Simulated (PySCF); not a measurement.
# Sc²⁺: dipole response in aug-cc-pVDZ-DK

Aim: the static polarisability and the C₆ coefficient of Sc²⁺, method by method.

Method: unrestricted determinants in a Gaussian basis, no spin-orbit coupling in the energies. Code: PySCF 2.14.0.

**1. What is computed**

- Element: scandium (Z = 21)
- Basis: aug-cc-pVDZ-DK
- Hamiltonian: the spin-free X2C one-electron Hamiltonian (Gaussian nucleus)
- State 1: Sc²⁺: [Ar] 3d1, 2D determinant
- Methods: wB97X, TPSS

The outer shells:

Sc2+ [Ar] 3d1
```
[Ar] core
3d [↑ ][  ][  ][  ][  ]
```

The runs were made by one driver on top of PySCF. The scripts below sum up each run's settings (the driver also hands on starting orbitals that pick excited configurations, and frozen orbitals as a list rather than a count), and the logs come from the driver's own runs. The driver starts from symmetry-adapted Hartree-Fock orbitals, holds the occupation by maximum overlap and uses a logarithmic radial grid for functionals, so a plain start would take other cycles.

The integrals over 59 functions and the set-up took 0.85 s of CPU time.

**2. Sc²⁺: the ladder of methods**

**wB97X**

File input.py:

```python
from pyscf import gto, scf, dft, mp, cc
import basis_set_exchange as bse
mol = gto.M(atom="Sc 0 0 0", charge=2, spin=1, symmetry="D2h",
            basis=gto.basis.parse(bse.get_basis("aug-cc-pVDZ-DK", elements=["Sc"], fmt="nwchem")),
            nucmod="G")
mf = dft.UKS(mol, xc="WB97X").sfx2c1e()
mf.irrep_nelec = {'Ag': (3, 3), 'B1g': (1, 0), 'B1u': (2, 2), 'B2u': (2, 2), 'B3u': (2, 2)}
mf.kernel()
```

The log of the run:

```text
damping factor = 0
level_shift factor = 0
DIIS = <class 'pyscf.scf.diis.CDIIS'>
diis_start_cycle = 1
diis_space = 10
diis_damp = 0
SCF conv_tol = 1e-09
SCF conv_tol_grad = None
number electrons alpha = 10  beta = 9
XC functionals = WB97X
    J.-D. Chai and M. Head-Gordon.,  J. Chem. Phys. 128, 084106 (2008)
cycle= 1 E= -763.487576637165  delta_E= -0.00234  |g|= 0.00658  |ddm|= 1.36
cycle= 2 E= -763.487596237406  delta_E= -1.96e-05  |g|= 0.00103  |ddm|= 0.0493
cycle= 3 E= -763.487596851316  delta_E= -6.14e-07  |g|= 0.000204  |ddm|= 0.0181
cycle= 4 E= -763.487596871746  delta_E= -2.04e-08  |g|= 2.76e-05  |ddm|= 0.00438
cycle= 5 E= -763.487596872649  delta_E= -9.04e-10  |g|= 3.82e-06  |ddm|= 0.000399
converged SCF energy = -763.487596872649  <S^2> = 0.75036019  2S+1 = 2.0003602
```

CPU time 15 s on a shared host, the integrals not counted.

The occupied shells:

| shell | electrons | mean orbital energy (eV) | spread (eV) | rms radius (bohr) |
| --- | --- | --- | --- | --- |
| 1s α | 1 | -4438.5 | 0 | 0.0844 |
| 1s β | 1 | -4438.5 | 0 | 0.0844 |
| 2s α | 1 | -502.16 | 0 | 0.372 |
| 2s β | 1 | -501.93 | 0 | 0.372 |
| 2p α | 3 | -414.20 | 0.324 | 0.341 |
| 2p β | 3 | -414.01 | 0.539 | 0.341 |
| 3s α | 1 | -77.370 | 0 | 1.15 |
| 3s β | 1 | -76.485 | 0 | 1.15 |
| 3p α | 3 | -54.610 | 0.211 | 1.27 |
| 3p β | 3 | -53.619 | 1.322 | 1.27 |
| 3d α | 1 | -22.753 | 0 | 1.72 |

⟨S²⟩ = 0.750, ⟨L²⟩ = 6.01.

The driver then solved the coupled dipole response at imaginary frequencies: mean α = 4.471 bohr³ (xx, yy, zz: 5.202, 5.202, 3.010), C₆ = 12.42 au for a like pair.

**TPSS**

input.py differs from the last one in:

```diff
@@ -5,3 +5,3 @@
             nucmod="G")
-mf = dft.UKS(mol, xc="WB97X").sfx2c1e()
+mf = dft.UKS(mol, xc="TPSS").sfx2c1e()
 mf.irrep_nelec = {'Ag': (3, 3), 'B1g': (1, 0), 'B1u': (2, 2), 'B2u': (2, 2), 'B3u': (2, 2)}
```

The log of the run:

```text
damping factor = 0
level_shift factor = 0
DIIS = <class 'pyscf.scf.diis.CDIIS'>
diis_start_cycle = 1
diis_space = 10
diis_damp = 0
SCF conv_tol = 1e-09
SCF conv_tol_grad = None
number electrons alpha = 10  beta = 9
XC functionals = TPSS
    J. Tao, J. P. Perdew, V. N. Staroverov, and G. E. Scuseria.,  Phys. Rev. Lett. 91, 146401 (2003)
    J. P. Perdew, J. Tao, V. N. Staroverov, and G. E. Scuseria.,  J. Chem. Phys. 120, 6898 (2004)
    J. Tao, J. P. Perdew, V. N. Staroverov, and G. E. Scuseria.,  Phys. Rev. Lett. 91, 146401 (2003)
    J. P. Perdew, J. Tao, V. N. Staroverov, and G. E. Scuseria.,  J. Chem. Phys. 120, 6898 (2004)
cycle= 1 E= -763.495267062081  delta_E= -0.00265  |g|= 0.00556  |ddm|= 1.84
cycle= 2 E= -763.495279234558  delta_E= -1.22e-05  |g|= 0.00122  |ddm|= 0.0895
cycle= 3 E= -763.495279858313  delta_E= -6.24e-07  |g|= 0.000247  |ddm|= 0.0323
cycle= 4 E= -763.495279884875  delta_E= -2.66e-08  |g|= 1.11e-05  |ddm|= 0.00565
cycle= 5 E= -763.495279884937  delta_E= -6.22e-11  |g|= 7.34e-07  |ddm|= 0.000199
converged SCF energy = -763.495279884937  <S^2> = 0.75043494  2S+1 = 2.0004349
```

CPU time 28 s on a shared host, the integrals not counted.

The driver then solved the coupled dipole response at imaginary frequencies: mean α = 4.679 bohr³ (xx, yy, zz: 5.487, 5.487, 3.061), C₆ = 13.01 au for a like pair.

Radial density 4πr²ρ of Sc²⁺ at TPSS:

| r (bohr) | density | spin density |
| --- | --- | --- |
| 0.00131 | 0.168 | 0.000 |
| 0.00220 | 0.430 | 0.000 |
| 0.00370 | 1.08 | 0.000 |
| 0.00622 | 2.62 | 0.000 |
| 0.0105 | 5.95 | 0.000 |
| 0.0176 | 12.1 | 0.000 |
| 0.0296 | 20.3 | 0.000 |
| 0.0498 | 24.9 | 0.000 |
| 0.0838 | 20.6 | 0.000 |
| 0.141 | 19.4 | 0.002 |
| 0.237 | 26.4 | 0.024 |
| 0.399 | 14.9 | 0.139 |
| 0.671 | 7.11 | 0.422 |
| 1.13 | 8.10 | 0.609 |
| 1.90 | 1.86 | 0.358 |
| 3.19 | 0.0974 | 0.065 |
| 5.37 | 0.00209 | 0.002 |
| 9.03 | 5.86e-05 | 0.000 |
| 15.2 | 1.43e-05 | 0.000 |

**3. The response side by side**

Sc²⁺, in atomic units:

| method | mean α | C₆ (like pair) | S(−4) |
| --- | --- | --- | --- |
| wB97X | 4.471 | 12.42 | 21.07 |
| TPSS | 4.679 | 13.01 | 25.29 |

α(iu) at TPSS:

| u (hartree) | α(iu) (bohr³) |
| --- | --- |
| 0 | 4.679 |
| 0.0500 | 4.618 |
| 0.100 | 4.456 |
| 0.200 | 4.017 |
| 0.300 | 3.609 |
| 0.500 | 3.003 |
| 0.750 | 2.453 |
| 1.00 | 2.018 |
| 1.50 | 1.383 |
| 2.00 | 0.9745 |
| 3.00 | 0.5351 |
| 5.00 | 0.2229 |

**4. Outcome**

| quantity | value |
| --- | --- |
| α of Sc²⁺ | 4.471 (wB97X) to 4.679 (TPSS) bohr³ |

In words: A single London oscillator with the computed α and C₆ of Sc²⁺ at wB97X would have ω = 4 C₆ / (3 α²) = 0.829 hartree. All values hold for this basis alone; no basis-set limit was taken.
